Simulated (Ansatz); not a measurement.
The system is Mn2FeSe3.

```xyz
6
Lattice="3.5257 0.0000 0.0000 -1.7629 3.0534 0.0000 0.0000 0.0000 8.5645" Properties=species:S:1:pos:R:3 pbc="T T T"
Se    0.0000    0.0000    4.2823
Se    1.7629    1.0178    7.1891
Se    0.0000    2.0356    1.3754
Fe    0.0000    0.0000    0.0000
Mn    1.7629    1.0178    2.8538
Mn    0.0000    2.0356    5.7107
```

The cell comes from a database or a generator and needn't be the stable form of this composition.

Base run:

| Item | Value |
| --- | --- |
| Program | Ansatz 0.2.0 |
| Functional | PBE |
| Potentials or basis | Ansatz PAW |
| Cutoff | 420 eV (not typed: the program's choice for these potentials) |
| k mesh | 7 × 7 × 3 |
| Occupations | fermi-dirac, width 0.05 eV |
| Spin | collinear spin, ferromagnetic start |
| Starting moments | [0.0, 0.0, 0.0, 4.5, 6.0, 6.0] μB |
| Fixed moment | 16.5 μB |

Its results: pressure 44.3 GPa; site moments Se +0.38, +0.49; Fe +3.95; Mn +4.33 μB; largest force 0.261 eV/Å.

Problem. The run is repeated on the same cell with these changes: fixed moment from 16.5 μB to 22 μB; moments at the start from [0.0, 0.0, 0.0, 4.5, 6.0, 6.0] to [0.0, 0.0, 0.0, 6.0, 8.0, 8.0]. What comes out?

Solution. Pressure 77.5 GPa; site moments Se +1.14, +0.98; Fe +4.37; Mn +4.73 μB; largest force 0.815 eV/Å.

Caveats: a pressure of tens of GPa on the cell as given is suspect, and the run, the potentials or the cell itself is likely at fault; the total moment is fixed, so each spin has its own Fermi level; only a ferromagnetic start was run, and an antiferromagnetic order may lie lower in energy; the thresholds are loose for stress.
